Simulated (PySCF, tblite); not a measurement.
**C₆H₁₁NS: geometry, infrared bands and NMR shifts**

Wanted: the infrared bands and NMR shifts of C₆H₁₁NS (`C[C@@]1(CN)CCC1=S`), by calculation.

The runs use tblite 0.8.0 and PySCF 2.14.0, with density-fitted response routines of our own; the level of theory stands in each step. All values are computed, except where a source is named. Atoms are numbered from 0 throughout.

**1. The molecule as given**

19 atoms, charge 0, multiplicity 1; geometry from: force field or distance geometry start.

Bonds of the start (Å): C0–C1 1.50, C1–C2 1.48, C2–N3 1.45, C1–C4 1.50, C4–C5 1.53, C5–C6 1.49, C6–S7 1.43, C6–C1 1.51, C0–H8 1.12, C0–H9 1.11, C0–H10 1.09, C2–H11 1.09, C2–H12 1.13, N3–H13 1.05, N3–H14 1.03, C4–H15 1.09, C4–H16 1.11, C5–H17 1.12, C5–H18 1.09.

**2. Relaxing the molecule with GFN2-xTB**

What the job is given:

```
{"job": {"kind": "relax", "xc": "GFN2-xTB", "basis": "xTB"}, "charge": 0, "multiplicity": 1}
C     -0.425500     0.460500     1.291600
C     -0.009900     0.132300    -0.117000
C     -1.141400     0.067900    -1.063000
N     -2.049100    -0.956700    -0.580100
C      1.216700     0.916400    -0.496600
C      1.961500    -0.136600     0.325100
C      0.920100    -1.060100    -0.201300
S      0.819000    -2.432300    -0.599600
H      0.194000     1.315700     1.651600
H     -1.473700     0.837500     1.252500
H     -0.300900    -0.398500     1.952400
H     -0.903400    -0.155200    -2.102100
H     -1.746700     1.021700    -1.007200
H     -1.643300    -1.354100     0.302200
H     -3.023100    -0.633700    -0.447200
H      1.282100     1.924600    -0.075200
H      1.552200     0.797900    -1.551800
H      1.769100    -0.005600     1.416500
H      2.992600    -0.332600     0.041500
```

Command:

```sh
$ OMP_NUM_THREADS=1 python probes_run.py task.json out
```

One launch serves the whole session: the jobs run in the order shown.

**Question.** This job is followed by: GFN2-xTB harmonic vibrations, gas phase; GIAO PBE0/pcSseg-1 NMR shielding, non-relativistic, gas phase. Predict these results of the whole session: strongest single infrared mode (GFN2-xTB); zero-point energy (GFN2-xTB); 13C shifts against TMS (PBE0/pcSseg-1); 1H shifts against TMS (PBE0/pcSseg-1, means over atoms taken as alike); 15N shifts against NH3 (PBE0/pcSseg-1); 33S shifts against CS2 (PBE0/pcSseg-1).

As calculated:

```
                                                              quantity                                               value
                             strongest single infrared mode (GFN2-xTB)                                951 cm⁻¹, 275 km/mol
                                          zero-point energy (GFN2-xTB)                                      100.3 kcal/mol
                                13C shifts against TMS (PBE0/pcSseg-1)             298.5, 68.2, 58.8, 46.9, 30.3, 25.2 ppm
1H shifts against TMS (PBE0/pcSseg-1, means over atoms taken as alike)  3.25, 3.22, 2.81, 2.73, 2.28, 2.17, 1.23, 1.19 ppm
                                15N shifts against NH3 (PBE0/pcSseg-1)                                            26.1 ppm
                                33S shifts against CS2 (PBE0/pcSseg-1)                                             905 ppm
```

**Reading.** The optimisation took 104 steps and gained 2.323 eV; among the close pairs (by a distance rule), C6–S7 changed most, from 1.432 to 1.613 Å. No mode is imaginary among the 51: a minimum at this level. The strongest single mode, at 951 cm⁻¹, is spread over several atoms, H14, N3, H13 among them. Unscaled tight-binding wavenumbers are off by several per cent, some by more. Its intensities can rank the bands wrongly. The most deshielded carbon is C6 (thiocarbonyl carbon), at 298.5 ppm: low-lying n→π* states of the double bond to the heteroatom give a large paramagnetic term (-374 ppm). At PBE0/pcSseg-1: The widest tensor belongs to S7: span 2268 ppm, with a paramagnetic part of -1460 ppm.
